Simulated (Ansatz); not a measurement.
# NaC2: the cost of one run

Method: DFT PBE, scalar-relativistic, plane waves, PAW, in Ansatz 0.2.0.

3 further runs of the same task are left out: 3 set aside as unsound or not needed.

### Step 1. The starting structure

Symmetry: Pmmn, No. 59, orthorhombic system. The conventional cell has a = 3.198 Å, b = 5.184 Å, c = 4.515 Å, α = 90.00°, β = 90.00°, γ = 90.00°. Na (site symmetry mm2) has 8 C at 2.42 to 2.51 Å as nearest neighbours. C (site symmetry m) has 3 C at 1.98 to 2.12 Å and 4 Na at 2.42 to 2.51 Å as nearest neighbours.

Coordinates:

```
CELL_PARAMETERS angstrom
3.19773 0.00000 0.00000
0.00000 5.18445 0.00000
0.00000 0.00000 4.51477
ATOMIC_POSITIONS crystal
Na 0.00000 0.00000 0.84920
Na 0.50000 0.50000 0.15080
C 0.00000 0.80900 0.36100
C 0.00000 0.19100 0.36100
C 0.50000 0.30900 0.63900
C 0.50000 0.69100 0.63900
```

(A quick probe on a coarse mesh, which set the mesh and smearing, is not shown.)

### Step 3. A loose first relaxation

input.yaml reads:

```yaml
crystal:
  lattice:
    - [3.1977301261, 0.0, 0.0]
    - [0.0, 5.1844525081, 0.0]
    - [0.0, 0.0, 4.5147708063]
  atoms:
    - { symbol: Na, position: [0.0, 0.0, 0.8492] }
    - { symbol: Na, position: [0.5, 0.5, 0.1508] }
    - { symbol: C, position: [0.0, 0.809, 0.361] }
    - { symbol: C, position: [0.0, 0.191, 0.361] }
    - { symbol: C, position: [0.5, 0.309, 0.639] }
    - { symbol: C, position: [0.5, 0.691, 0.639] }
basis:
  ecutwfc: 420
kpoints:
  mp_grid: { grid: [6, 4, 4] }
hamiltonian:
  xc: pbe
scf:
  occupations: { method: gaussian, width: 0.1 }
  lower_state_search: "off"
output:
  forces: true
  stress: true
  eigenvalues: true
relax:
  adjacent_minimum: "off"
  f_tol: 0.04
  max_steps: 70
  cell: { stress_tol: 0.4 }
```

Launch:

```sh
ansatz run input.yaml --threads 1 --pin off --max-ram 2560MiB --backend cpu --events-out ev --progress --plain --runs-dir out
```

What time and memory should one allow on 1 thread of Arm Neoverse V1, shared host?

About 2.2 min, with a peak of 0.36 GiB.
